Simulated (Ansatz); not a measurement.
# C₂H₄FNOSi: one species, many methods

One table from this session's results is given with a row withheld; the runs are named, their logs left out.

The runs use Ansatz 0.2.0, Gaussian basis; functionals in def2-TZVPP, the program's frozen cores in correlated methods.

The runs, in order: LDA (SPW92), PBE-D4, revPBE-D4, BLYP-D4, r2SCAN-D4, B97M-V, PBE0-D4, B3LYP-D4, r2SCANh-D4, r2SCAN0-D4, HSE06-D4, BHLYP-D4, CAM-B3LYP-D4, LC-ωPBE, ωB97X-V, ωB97M-V, B2PLYP, PBE-QIDH; CCSD(T)/def2-SVP; CCSD(T)/def2-TZVPP; MP2/def2-QZVPP; extrapolation to the limit; RPA on PBE.

## The geometry

An earlier PBE0-D4 in a triple-zeta def2 set relaxation fixed the geometry.

10 atoms, charge 0, spin multiplicity 1.

Atoms are counted from 1 here; the program's logs count them from 0.

Bond lengths: F1–Si2 1.594 Å, Si2–C3 1.892 Å, Si2–N6 1.728 Å, Si2–H7 1.476 Å, C3–O4 1.447 Å, C3–H8 1.092 Å, C3–H9 1.091 Å, O4–C5 1.347 Å, C5–N6 1.267 Å, C5–H10 1.090 Å. Angles: F1–Si2–C3 112.2°, F1–Si2–N6 112.6°, F1–Si2–H7 106.3°, C3–Si2–N6 93.2°, C3–Si2–H7 117.3°, N6–Si2–H7 115.2°, Si2–C3–O4 102.5°, Si2–C3–H8 114.5°, Si2–C3–H9 115.3°, O4–C3–H8 107.6°, O4–C3–H9 107.9°, H8–C3–H9 108.5°, C3–O4–C5 111.6°, O4–C5–N6 125.4°, O4–C5–H10 110.3°, N6–C5–H10 124.4°, Si2–N6–C5 107.3°.

Set-up of the first run:

in.yaml

```yaml
crystal:
  periodic: [false, false, false]
  atoms:
    - {symbol: F, position_ang: [-2.102318, -1.020022, 0.580270]}
    - {symbol: Si, position_ang: [-0.705523, -0.312453, 0.879085]}
    - {symbol: C, position_ang: [0.641588, -0.845555, -0.338269]}
    - {symbol: O, position_ang: [0.889237, 0.370480, -1.081568]}
    - {symbol: C, position_ang: [0.158273, 1.398502, -0.609249]}
    - {symbol: N, position_ang: [-0.666202, 1.331935, 0.350358]}
    - {symbol: H, position_ang: [-0.437652, -0.517235, 2.316303]}
    - {symbol: H, position_ang: [1.582327, -1.144309, 0.128985]}
    - {symbol: H, position_ang: [0.347753, -1.618961, -1.050195]}
    - {symbol: H, position_ang: [0.375517, 2.306420, -1.172818]}
basis:
  gaussian: {orbitals: def2-TZVPP}
hamiltonian: {xc: lda}
output: {orbitals: {seedname: orbitals}}
```

Run with:

```bash
$ ansatz run in.yaml --threads 4 --pin off --events-out ev --progress --plain --max-ram 10444MiB
```

Among the steps run: LDA; PBE-D4 (GGA); revPBE-D4 (GGA); BLYP-D4 (GGA); r2SCAN-D4 (meta-GGA); B97M-V (meta-GGA); PBE0-D4 (hybrid); B3LYP-D4 (hybrid); r2SCANh-D4 (hybrid); r2SCAN0-D4 (hybrid); HSE06-D4 (hybrid); BHLYP-D4 (hybrid); CAM-B3LYP-D4 (range-separated); LC-ωPBE (range-separated); ωB97X-V (range-separated); ωB97M-V (range-separated); B2PLYP (double hybrid); PBE-QIDH (double hybrid).

One of the session's tables, all rows but one given; the rest of the session is left out.

It belongs to the step «Frontier levels by functional». 

```
  functional  HOMO (eV)  gap (eV)
 LDA (SPW92)      -6.80      4.99
      PBE-D4      -6.63      5.10
   revPBE-D4      -6.56      5.13
     BLYP-D4      -6.50      5.09
   r2SCAN-D4      -6.94      5.67
      B97M-V      -7.08      5.86
     PBE0-D4      -8.11      7.62
    B3LYP-D4      -7.85      7.11
  r2SCANh-D4      -7.50      6.60
  r2SCAN0-D4      -8.33      8.00
    HSE06-D4          ?         ?
    BHLYP-D4      -9.50     10.13
CAM-B3LYP-D4      -9.52     10.17
     LC-ωPBE     -10.87     12.74
     ωB97X-V     -10.53     12.32
     ωB97M-V     -10.45     12.07
```

Estimate the missing values for HSE06-D4.

The run gave: HOMO (eV): -7.70; gap (eV): 6.83. In the column «HOMO (eV)» it lies between B3LYP-D4 (-7.85) and r2SCANh-D4 (-7.50).
